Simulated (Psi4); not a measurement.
**revPBE/def2-SVP run of TiH4O4 (SMILES O[Ti](O)(O)O)**

Aim: the energy change on altering one bond length of TiH4O4 at revPBE/def2-SVP, from 2 runs. 

The calculation is run with Psi4 1.11.

19 further runs of the same task are left out: 18 that didn't finish, 1 set aside as unsound or not needed.

## Step 1: Starting point

TiH4O4 has 9 atoms, charge 0, and is taken as a singlet. As SMILES, `O[Ti](O)(O)O`. Geometry: relaxed at PBE0-D4/def2-TZVP. This is one conformer, not always the lowest.

Bond lengths: O1–Ti2 1.801 Å, Ti2–O3 1.801 Å, Ti2–O4 1.801 Å, Ti2–O5 1.801 Å, O1–H6 0.958 Å, O3–H7 0.958 Å, O4–H8 0.958 Å, O5–H9 0.958 Å. Angles: O1–Ti2–O3 108.5°, O1–Ti2–O4 109.9°, O1–Ti2–O5 110.0°, O3–Ti2–O4 110.0°, O3–Ti2–O5 109.9°, O4–Ti2–O5 108.5°, Ti2–O1–H6 129.5°, Ti2–O3–H7 129.5°, Ti2–O4–H8 129.5°, Ti2–O5–H9 129.6°.

## Step 2: A single-point energy at revPBE/def2-SVP

File h4o4ti.json:

```json
{
 "schema_name": "qcschema_input",
 "schema_version": 1,
 "molecule": {
  "schema_name": "qcschema_molecule",
  "schema_version": 2,
  "symbols": ["O", "Ti", "O", "O", "O", "H", "H", "H", "H"],
  "geometry": [-0.2366882, 2.39690972, -2.40511113, 0.00013228, 0.00017008, -9.449e-05, 3.12127954, -1.35173999, -0.12494869, -2.33500229, -2.41733766, -0.53636097, -0.54894654, 1.37247029, 3.06574049, -1.53723551, 2.67197825, -3.63377326, 4.29153023, -1.67424065, 1.21789069, -2.122427, -4.11251648, -1.13487502, -0.63262361, 3.11428755, 3.55153238],
  "molecular_charge": 0,
  "molecular_multiplicity": 1,
  "fix_symmetry": "c1",
  "fix_com": true,
  "fix_orientation": true
 },
 "driver": "energy",
 "model": {
  "method": "revpbe",
  "basis": "def2-SVP"
 },
 "keywords": {
  "puream": true,
  "e_convergence": 1e-09,
  "d_convergence": 1e-08,
  "scf_type": "pk",
  "dft_radial_points": 99,
  "dft_spherical_points": 590,
  "scf_properties": ["LOWDIN_CHARGES", "WIBERG_LOWDIN_INDICES", "QUADRUPOLE"]
 }
}
```

The run is started by

```bash
$ psi4 --qcschema h4o4ti.json -n 1 --memory 2200MB
```

stdout, cut to the lines that bear on the results:

```text
[...]
  Running in c1 symmetry.
[...]
  Nuclear repulsion =  327.335093244906091
[...]
  Multiplicity = 1
[...]
  Nalpha       = 29
  Nbeta        = 29
[...]
    Number of basis functions: 107
[...]
   @RKS iter   1: -1151.50149687667613   -2.26146e-01   1.46909e-02 DIIS/ADIIS
[...]
   @RKS iter  14: -1152.45765187774714   -2.50111e-11   7.13942e-09 DIIS
[...]
    Orbital Energies [Eh]
    ---------------------
    Doubly Occupied:
       1A   -177.734247     2A    -19.505496     3A    -18.751482
       4A    -18.751443     5A    -18.751419     6A    -18.751413
       7A    -16.291302     8A    -16.290721     9A    -16.290720
      10A     -2.237981    11A     -1.398348    12A     -1.395986
      13A     -1.395981    14A     -0.858726    15A     -0.849702
      16A     -0.849082    17A     -0.849073    18A     -0.419325
      19A     -0.418387    20A     -0.418369    21A     -0.414183
      22A     -0.296032    23A     -0.288434    24A     -0.280244
      25A     -0.271904    26A     -0.271900    27A     -0.248725
      28A     -0.245984    29A     -0.245972
[...]
  @RKS Final Energy: -1152.45765187774714
   => Energetics <=
    Nuclear Repulsion Energy =            327.3350932449060906
    One-Electron Energy =               -2234.5659381941409265
    Two-Electron Energy =                 832.5719026030174064
    DFT Exchange-Correlation Energy =     -77.7987095315297097
    Empirical Dispersion Energy =           0.0000000000000000
    VV10 Nonlocal Energy =                  0.0000000000000000
    Total Energy =                      -1152.4576518777471392
[...]
 Multipole Moments:
 ------------------------------------------------------------------------------------
     Multipole            Electronic (a.u.)      Nuclear  (a.u.)        Total (a.u.)
 ------------------------------------------------------------------------------------
 L = 1.  Multiply by 2.5417464519 to convert [e a0] to [Debye]
 Dipole X            :         -0.0078048            0.0072944           -0.0005104
 Dipole Y            :         -0.0056923            0.0056693           -0.0000230
 Dipole Z            :          0.0073249           -0.0067464            0.0005785
 Magnitude           :                                                    0.0007718
 L = 2.  Multiply by 1.3450342976 to convert [e a0^2] to [Debye ang]
 Quadrupole XX       :       -178.3410463          150.1011163          -28.2399300
 Quadrupole XY       :          1.8375479           -3.6973893           -1.8598414
[...]
```

The result, in JSON:

```text
{
 "driver": "energy",
 "model": {
  "method": "revpbe",
  "basis": "def2-SVP"
 },
 "success": true,
 "return_result": -1152.4576518777471,
 "properties": {
  "calcinfo_nbasis": 107,
  "calcinfo_nmo": 107,
  "calcinfo_nalpha": 29,
  "calcinfo_nbeta": 29,
  "calcinfo_natom": 9,
  "nuclear_repulsion_energy": 327.3350932449061,
  "return_energy": -1152.4576518777471,
  "scf_one_electron_energy": -2234.565938194141,
  "scf_two_electron_energy": 832.5719026030174,
  "scf_xc_energy": -77.79870953152971,
  "scf_dipole_moment": [-0.0005104211554455285, -2.2991937184690947e-05, 0.0005785116885070885],
  "scf_total_energy": -1152.4576518777471,
  "scf_iterations": 14
 }
}
```

Run time: 22 s. Hardware: 1 thread of Intel Xeon 6975P-C (Granite Rapids), shared host; peak memory 1 GiB.

## Step 3: The distorted shape

File calc.in:

```
memory 2.2 GB

molecule mol {
  0 1
  O
  Ti 1 r2
  O 2 r3 1 a3
  O 2 r4 3 a4 1 d4
  O 2 r5 4 a5 3 d5
  H 1 r6 2 a6 5 d6
  H 3 r7 2 a7 5 d7
  H 4 r8 2 a8 5 d8
  H 5 r9 2 a9 4 d9

  r2 = 2.701701
  r3 = 1.801132
  a3 = 108.51657
  r4 = 1.80113
  a4 = 109.95189
  d4 = 120.28227
  r5 = 1.801072
  a5 = 108.51925
  d5 = -120.28679
  r6 = 0.957898
  a6 = 129.53954
  d6 = -107.41344
  r7 = 0.9579
  a7 = 129.52252
  d7 = 12.02865
  r8 = 0.957948
  a8 = 129.54218
  d8 = -132.29936
  r9 = 0.957931
  a9 = 129.57975
  d9 = -132.27537
  symmetry c1
}

set {
  puream true
  e_convergence 1e-09
  d_convergence 1e-08
  scf_type pk
  dft_radial_points 99
  dft_spherical_points 590
}

e_tot, wfn = energy('revpbe/def2-SVP', return_wfn=True)
```

The run is started by

```bash
$ psi4 -n 1 calc.in calc.out
```

calc.out, cut to the lines that bear on the results:

```text
[...]
  Running in c1 symmetry.
[...]
  Nuclear repulsion =  300.392788494859246
[...]
  Multiplicity = 1
[...]
  Nalpha       = 29
  Nbeta        = 29
[...]
    Number of basis functions: 107
[...]
   @RKS iter   1: -1151.20492714407419   -1.39837e-01   1.53195e-02 DIIS/ADIIS
[...]
   @RKS iter  24: -1152.35676722633161   -2.50111e-12   1.26968e-09 DIIS
[...]
    Orbital Energies [Eh]
    ---------------------
    Doubly Occupied:
       1A   -177.785642     2A    -19.550383     3A    -18.788104
       4A    -18.784345     5A    -18.783736     6A    -18.683061
       7A    -16.336787     8A    -16.336352     9A    -16.336116
      10A     -2.277998    11A     -1.437851    12A     -1.436136
      13A     -1.428437    14A     -0.887760    15A     -0.881343
      16A     -0.878924    17A     -0.761022    18A     -0.451152
      19A     -0.447650    20A     -0.445049    21A     -0.323100
      22A     -0.313978    23A     -0.306320    24A     -0.304201
      25A     -0.299373    26A     -0.287106    27A     -0.275704
      28A     -0.174020    29A     -0.154563
[...]
  @RKS Final Energy: -1152.35676722633161
   => Energetics <=
    Nuclear Repulsion Energy =            300.3927884948592464
    One-Electron Energy =               -2179.7807686908781761
    Two-Electron Energy =                 804.7136485264898056
    DFT Exchange-Correlation Energy =     -77.6824355568027016
    Empirical Dispersion Energy =           0.0000000000000000
    VV10 Nonlocal Energy =                  0.0000000000000000
    Total Energy =                      -1152.3567672263316126
[...]
 Multipole Moments:
 ------------------------------------------------------------------------------------
     Multipole            Electronic (a.u.)      Nuclear  (a.u.)        Total (a.u.)
 ------------------------------------------------------------------------------------
 L = 1.  Multiply by 2.5417464519 to convert [e a0] to [Debye]
 Dipole X            :          0.0829174           -0.0002323            0.0826851
 Dipole Y            :         -0.0993764            0.0006523           -0.0987241
 Dipole Z            :          2.1721570           -0.8427054            1.3294515
 Magnitude           :                                                    1.3356739
[...]
```

Run time: 30 s. Hardware: 1 thread of Intel Xeon 6975P-C (Granite Rapids), shared host; peak memory 1 GiB.

## Step 4: Summary of results

At revPBE/def2-SVP:

```
                                                          quantity           value
                                         first shape: total energy  -1152.45765 Eh
                                        first shape: dipole moment          0.00 D
                                          first shape: HOMO energy        -6.69 eV
                                          first shape: LUMO energy        -1.61 eV
                                        first shape: HOMO–LUMO gap         5.08 eV
                                     distorted shape: total energy  -1152.35677 Eh
                                    distorted shape: dipole moment          3.39 D
                                      distorted shape: HOMO energy        -4.21 eV
                                      distorted shape: LUMO energy        -2.99 eV
                                    distorted shape: HOMO–LUMO gap         1.22 eV
energy change with the O1–Ti2 bond stretched from 1.801 to 2.702 Å        2.745 eV
```

In words: With the O1–Ti2 bond stretched from 1.801 to 2.702 Å the energy rises by 2.75 eV (265 kJ/mol). The first shape isn't relaxed at this level, so the change isn't measured from a minimum. A restricted reference can't describe the breaking bond well at this length.
